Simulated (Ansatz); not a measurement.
# CdAg: strong compression

The task here is to estimate one member of a computed series from the others.

Program: Ansatz 0.2.0. Level of theory: DFT, PBEsol, PAW with Ansatz's default frozen-core files, scalar-relativistic. These are calculated values, not measurements.

## Starting point

The structure is orthorhombic, space group Cmmm (No. 65). Conventional cell: a = 3.361 Å, b = 4.799 Å, c = 4.693 Å, α = 90.00°, β = 90.00°, γ = 90.00°. Cd (site symmetry mmm) is surrounded by 4 Ag at 2.89 Å and 4 Cd at 2.93 Å. Ag (site symmetry mmm) is surrounded by 4 Cd at 2.89 Å and 4 Ag at 2.93 Å.

Coordinates:

```
Cd Ag
1.0
     1.68062   -2.39928    0.00000
     1.68062    2.39928    0.00000
     0.00000    0.00000    4.69335
Cd Ag
1 1
Direct
  0.50000 0.50000 0.50000
  0.00000 0.00000 0.00000
```

Whether this phase is the stable one at these pressures isn't tested.

Atoms are numbered in the order of the input: Cd1, Ag2.

The first run:

The input, input.yaml:

```yaml
crystal:
  lattice:
    - [1.6806216, -2.39927887, 0.0]
    - [1.6806216, 2.39927887, 0.0]
    - [0.0, 0.0, 4.69335226]
  atoms:
    - { symbol: Cd, position: [0.5, 0.5, 0.5] }
    - { symbol: Ag, position: [0.0, 0.0, 0.0] }
kpoints:
  mp_grid: { grid: [13, 13, 8] }
  band_path:
    path:
      - [0.0, 0.0, 0.0]
      - [-0.5, 0.5, 0.0]
      - [-0.3726643698, 0.6273356302, 0.0]
      - [0.3726643698, 0.3726643698, 0.0]
      - [0.0, 0.0, 0.0]
      - [0.0, 0.0, 0.5]
      - [0.3726643698, 0.3726643698, 0.5]
      - [-0.3726643698, 0.6273356302, 0.5]
      - [-0.5, 0.5, 0.5]
    npoints: 6
scf:
  occupations: { method: fermi_dirac, width: 0.05 }
hamiltonian:
  xc: pbesol
  pseudopotentials: { kind: paw }
output:
  forces: true
  stress: true
  eigenvalues: true
  populations: true
  write_density: true
  write_potential: true
  elf: true
  volumetric_format: npy
```

Run with:

```bash
$ ansatz run input.yaml --threads 1 --pin off --max-ram 2048MiB --backend cpu --events-out ev --progress --plain --runs-dir out
```

Steps of the session up to this table: Volume scaled by 1, PAW; Volume scaled by 0.9, PAW; Volume scaled by 0.85, PAW; Volume scaled by 0.6, PAW.

One of the session's tables, all rows but one given; the rest of the session is left out.

| method | volume over the first | volume (Å³/atom) | pressure (GPa) |
| --- | --- | --- | --- |
| PAW | 1 | 18.925 | -3.34 |
| PAW | 0.9 | ? | ? |
| PAW | 0.85 | 16.086 | 16.40 |
| PAW | 0.6 | 11.355 | 163.25 |

Estimate the missing values for PAW, 0.9.

The run gave: volume (Å³/atom): 17.032; pressure (GPa): 7.47. In the column «volume (Å³/atom)» it lies between PAW, 0.85 (16.086) and PAW, 1 (18.925).
